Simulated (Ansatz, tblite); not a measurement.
## A script for Mg$_{3}$PN (GFN1-xTB)

These are simulated results from tblite 0.8.0, not measurements. The cell was built from a prototype and was relaxed with r2SCAN in plane waves (Ansatz 0.2.0). It may be hypothetical. All runs are without spin polarisation.

Space group Pm-3m (No. 221), cubic; conventional cell a = 4.152 Å, 14.31 Å³ an atom. Around P lie 12 Mg at 2.94 Å; around N lie 6 Mg at 2.08 Å; around Mg lie 2 N at 2.08 Å and 4 P at 2.94 Å.

tblite solves periodic systems at the zone centre alone, so the script builds a cluster of 2×2×2 conventional cells (40 atoms), which folds in a coarse mesh of k points.

run.py reads:

```python
import json
from ase import Atoms
from ase.build import make_supercell
from ase.units import Bohr, GPa, Hartree
from tblite.interface import Calculator

atoms = Atoms(['P', 'N', 'Mg', 'Mg', 'Mg'],
              cell=[[4.15154932, 0.0, 0.0], [0.0, 4.15154932, 0.0], [0.0, 0.0, 4.15154932]],
              scaled_positions=[[0.0, 0.0, 0.0], [0.5, 0.5, 0.5], [0.5, 0.5, 0.0], [0.5, 0.0, 0.5], [0.0, 0.5, 0.5]],
              pbc=True)
cluster = make_supercell(atoms, [[2, 0, 0], [0, 2, 0], [0, 0, 2]])
calc = Calculator('GFN1-xTB', cluster.numbers, cluster.positions / Bohr, lattice=cluster.cell[:] / Bohr, periodic=cluster.pbc)
calc.set('temperature', 0.02 / Hartree)
calc.set('max-iter', 150)
res = calc.singlepoint()
levels = res.get('orbital-energies') * Hartree
nv = round(res.get('orbital-occupations').sum() / 2)
cells = len(cluster) // len(atoms)
out = {'energy_per_cell': res.get('energy') * Hartree / cells, 'homo': levels[nv - 1], 'lumo': levels[nv],
       'stress': (-res.get('virial') * Hartree / cluster.get_volume() / GPa).tolist(), 'charges': res.get('charges')[:len(atoms)].tolist(), 'electrons': 2 * nv / cells}
json.dump(out, open('results.json', 'w'))
for key, value in out.items():
    print(key, value)
```

Command: `python run.py`. It took 2.6 s on 1 thread of Arm Neoverse V1, on a shared host, peak memory 0.099 GiB.

What it printed:

```
------------------------------------------------------------
  cycle        total energy    energy error   density error
------------------------------------------------------------
      1     -57.66412947137  -5.7465516E+01   1.2917964E+00
      2     -57.47001351114   1.9411596E-01   5.5687259E-01
      3     -58.91747235910  -1.4474588E+00   6.9891359E-01
      4     -62.88546246150  -3.9679901E+00   2.2778657E-01
      5     -62.38695518224   4.9850728E-01   2.5300562E-01
      6     -62.45432291441  -6.7367732E-02   2.3772413E-01
      7     -62.93198923844  -4.7766632E-01   1.0796140E-01
      8     -62.93838102580  -6.3917874E-03   1.0649419E-01
      9     -62.96538737896  -2.7006353E-02   9.5062313E-02
     10     -62.99421840292  -2.8831024E-02   7.5119917E-02
     11     -63.00166494384  -7.4465409E-03   6.9574020E-02
     12     -63.02434969925  -2.2684755E-02   4.9239373E-02
     13     -63.04669346917  -2.2343770E-02   1.4287367E-02
     14     -63.02343591566   2.3257554E-02   4.9015487E-02
     15     -63.03866571540  -1.5229800E-02   3.1698720E-02
     16     -63.04902245156  -1.0356736E-02   9.8430358E-04
     17     -63.04876063111   2.6182045E-04   5.0085896E-03
     18     -63.04902725152  -2.6662041E-04   5.8198795E-04
     19     -63.04899381852   3.3432999E-05   1.9170903E-03
     20     -63.04899208013   1.7383907E-06   1.9601775E-03
     21     -63.04902981510  -3.7734970E-05   5.6515722E-04
     22     -63.04903085023  -1.0351279E-06   4.6171903E-04
     23     -63.04903309482  -2.2445943E-06   7.5922798E-05
     24     -63.04903157977   1.5150483E-06   3.8731309E-04
     25     -63.04903186546  -2.8568732E-07   3.5113977E-04
     26     -63.04903314453  -1.2790722E-06   6.1272217E-05
     27     -63.04903315567  -1.1138525E-08   5.3164407E-05
     28     -63.04903316620  -1.0530243E-08   4.3233825E-05
     29     -63.04903318464  -1.8444133E-08   1.3745192E-05
------------------------------------------------------------

 total:                                   1.925 sec
energy_per_cell -214.45644755631142
homo -9.208986912177942
lumo -9.208986912177824
stress [[20.40853761251966, -2.705672212715488e-06, -2.7056726129038883e-06], [-2.7056722125828317e-06, 20.40853761251251, -2.705673351765663e-06], [-2.705672612818414e-06, -2.705673351831912e-06, 20.408537612508994]]
charges [-0.2618021340723826, -0.9272450215135766, 0.39634228492824564, 0.3963422888324565, 0.39634232171415595]
electrons 16.0
```

The cycle table is in hartree for the whole cluster, and the lines after it are in eV (the energy for one cell). The printed stress is in GPa and positive in compression, and the pressure is its mean diagonal.

GFN1-xTB gives no gap at the points read. On the same cell, plane-wave PBE (Ansatz, 6×6×6 k points and the special points) gives a gap of 1.76 eV and r2SCAN a gap of 2.20 eV; on shared hosts these took about 2.7 and 7.2 core-seconds on the 5-atom cell, against 2.6 for the script. Semilocal gaps usually lie below measured ones. This method closes a gap that PBE finds, a failure in kind.

The same script was run on cells scaled at fixed shape and fractional coordinates:

```csv
volume (Å³/atom),energy (meV/atom),"pressure (GPa, positive in compression)",gap (eV)
12.59,319.2,39.92,0.00
13.45,132.5,29.51,0.00
14.31,0.0,20.41,0.00
15.17,-90.4,13.65,0.00
16.03,-149.3,8.61,0.00
```

The minimum lies beyond the largest of these volumes.

xTB was fitted mostly to molecules, and a small cluster samples few k points, so gaps, pressures and kinks along a curve can be far from a solid's.
